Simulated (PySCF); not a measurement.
# NBrO (nitrosyl bromide): BLYP/6-31G(d) (spherical functions)

Aim: the vertical singlet–triplet gap of NBrO (nitrosyl bromide) at BLYP/6-31G* (spherical functions), from 2 runs. The job is set up through a Python script.

The calculation is run with PySCF 2.14.0.

### Step 1. Starting point

The species is NBrO (3 atoms), meant as a singlet with charge 0. As SMILES, `O=NBr`. Geometry: relaxed at PBE0-D4/def2-TZVP.

Bond lengths: O1–N2 1.126 Å, N2–Br3 2.117 Å. Angles: O1–N2–Br3 114.9°.

### Step 2. A single-point energy at BLYP/6-31G(d) (spherical functions)

File job.py:

```python
# nitrosyl bromide
from pyscf import gto, dft

mol = gto.Mole()
mol.atom = 'O 0.941780 -0.646800 0.448530; N -0.044940 -0.636480 -0.092930; Br -0.896840 1.283280 -0.355590'
mol.max_memory = 1860
mol.basis = '6-31g*'
mol.verbose = 3
mol.build()

ks = dft.RKS(mol)
ks.xc = 'blyp'
ks.grids.level = 6
ks.conv_tol = 1e-10
ks.kernel()
if not ks.converged:
    ks = ks.newton().run(ks.mo_coeff, ks.mo_occ)

e_final = ks.e_tot
print('E(%s) = %.9f' % ('BLYP', e_final))
```

On the command line:

```
$ OMP_NUM_THREADS=1 python job.py
```

What it wrote:

```text
converged SCF energy = -2703.76730193501
E(BLYP) = -2703.767301935
```

Wall time 16 s (1 thread of Arm Neoverse N1, shared host); peak memory 0.32 GiB.

### Step 3. The triplet

File job.py:

```python
from pyscf import gto, dft

mol = gto.M(
    atom='''
O      1.779706    -1.222275     0.847599
N     -0.084924    -1.202773    -0.175612
Br    -1.694782     2.425048    -0.671968
''',
    basis='6-31g*',
    spin=2,
    verbose=3,
    max_memory=1860,
    unit='bohr',
)

myscf = dft.UKS(mol, xc='blyp')
myscf.grids.level = 6
myscf.conv_tol = 1e-10
myscf.kernel()
if not myscf.converged:
    myscf = myscf.newton().run(myscf.mo_coeff, myscf.mo_occ)

e_tot = myscf.e_tot
print('E(%s) = %.9f' % ('BLYP', e_tot))
```

On the command line:

```
$ OMP_NUM_THREADS=1 python job.py
```

What it wrote:

```text
WARN: HOMO -0.127326332964472 >= LUMO -0.259302393674751

WARN: HOMO -0.108912868911894 >= LUMO -0.23392237426319

WARN: HOMO -0.15080164318947 >= LUMO -0.227649155015896

WARN: HOMO -0.146543730714126 >= LUMO -0.233412399955006

WARN: HOMO -0.157286393597093 >= LUMO -0.233309383340072

WARN: HOMO -0.152003038342589 >= LUMO -0.232535487174528

WARN: HOMO -0.152011767724886 >= LUMO -0.232039438735072

WARN: HOMO -0.152189906528705 >= LUMO -0.232186498749152

WARN: HOMO -0.152156968425928 >= LUMO -0.232117606913546

WARN: HOMO -0.152154264003621 >= LUMO -0.232117345804704

WARN: HOMO -0.152154641270187 >= LUMO -0.232120266248848

WARN: HOMO -0.152155457067876 >= LUMO -0.232120176175156

WARN: HOMO -0.15215545807177 >= LUMO -0.232120373810454

WARN: HOMO -0.152155029692697 >= LUMO -0.232120421379155

converged SCF energy = -2703.69034424155  <S^2> = 2.0032145  2S+1 = 3.0021422
E(BLYP) = -2703.690344242
```

It took 28 s on 1 thread of Arm Neoverse N1, shared host; peak memory 0.34 GiB.

### Step 4. What came out

At BLYP/6-31G* (spherical functions):

| quantity | value |
| --- | --- |
| singlet: total energy | -2703.76730 Eh |
| singlet: dipole moment | 1.87 D |
| singlet: HOMO energy | -6.59 eV |
| singlet: LUMO energy | -4.48 eV |
| singlet: HOMO–LUMO gap | 2.11 eV |
| triplet: total energy | -2703.69034 Eh |
| triplet: dipole moment | 0.12 D |
| triplet: HOMO energy (highest over α and β) | -4.14 eV |
| triplet: ⟨S²⟩ | 2.003 |
| vertical energy of the triplet above the singlet | 2.094 eV |

In words: At this shape the triplet lies 2.09 eV (48 kcal/mol) above the singlet. Mulliken charges (triplet) run from -0.06 on O1 to +0.04 on Br3; they depend strongly on the basis.
